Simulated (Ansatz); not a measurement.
# MgC: the cost of one run

Program: Ansatz 0.2.0. Level of theory: DFT PBE, scalar-relativistic, plane waves, PAW. These are calculated values, not measurements.

## 1. The structure to begin with

Symmetry: P6_3/mmc, No. 194, hexagonal system. The conventional cell has a = 3.247 Å, b = 3.247 Å, c = 10.699 Å, α = 90.00°, β = 90.00°, γ = 120.00°. Mg (site symmetry -3m) is surrounded by 6 C at 2.30 Å. Mg (site symmetry -6m2) has 6 C at 2.30 Å as nearest neighbours. C (site symmetry 3m) is surrounded by 6 Mg at 2.30 Å.

Coordinates:

```
CELL_PARAMETERS angstrom
3.24676 0.00000 0.00000
-1.62338 2.81178 0.00000
0.00000 0.00000 10.69867
ATOMIC_POSITIONS crystal
Mg 0.00000 0.00000 0.00000
Mg 0.33333 0.66667 0.25000
Mg 0.00000 0.00000 0.50000
Mg 0.66667 0.33333 0.75000
C 0.66667 0.33333 0.12500
C 0.66667 0.33333 0.37500
C 0.33333 0.66667 0.62500
C 0.33333 0.66667 0.87500
```

A structure generator made this guess: close-packed metal layers stacked ABAC|A, with sites between them filled layer by layer (P6_3/mmc, No. 194). Its size is a rough estimate.

## 2. A first look at the guess

input.yaml reads:

```yaml
crystal:
  lattice:
    - [3.24676295, 0.0, 0.0]
    - [-1.62338148, 2.8117792, 0.0]
    - [0.0, 0.0, 10.69866593]
  atoms:
    - { symbol: Mg, position: [0.0, 0.0, 0.0] }
    - { symbol: Mg, position: [0.33333333, 0.66666667, 0.25] }
    - { symbol: Mg, position: [0.0, 0.0, 0.5] }
    - { symbol: Mg, position: [0.66666667, 0.33333333, 0.75] }
    - { symbol: C, position: [0.66666667, 0.33333333, 0.125] }
    - { symbol: C, position: [0.66666667, 0.33333333, 0.375] }
    - { symbol: C, position: [0.33333333, 0.66666667, 0.625] }
    - { symbol: C, position: [0.33333333, 0.66666667, 0.875] }
basis:
  ecutwfc: 420
kpoints:
  mp_grid: { grid: [6, 6, 2] }
hamiltonian:
  xc: pbe
scf:
  occupations: { method: gaussian, width: 0.1 }
  lower_state_search: "off"
output:
  forces: true
  stress: true
  eigenvalues: true
```

Started as:

```console
$ ansatz run input.yaml --threads 1 --pin off --max-ram 2048MiB --backend cpu --events-out ev --progress --plain --runs-dir out
```

**Question.** How long does this run take on 1 thread of Intel Xeon Platinum 8559C (Emerald Rapids), shared host, and how much memory does it need?

About 2.1 s, with a peak of 0.4 GiB.
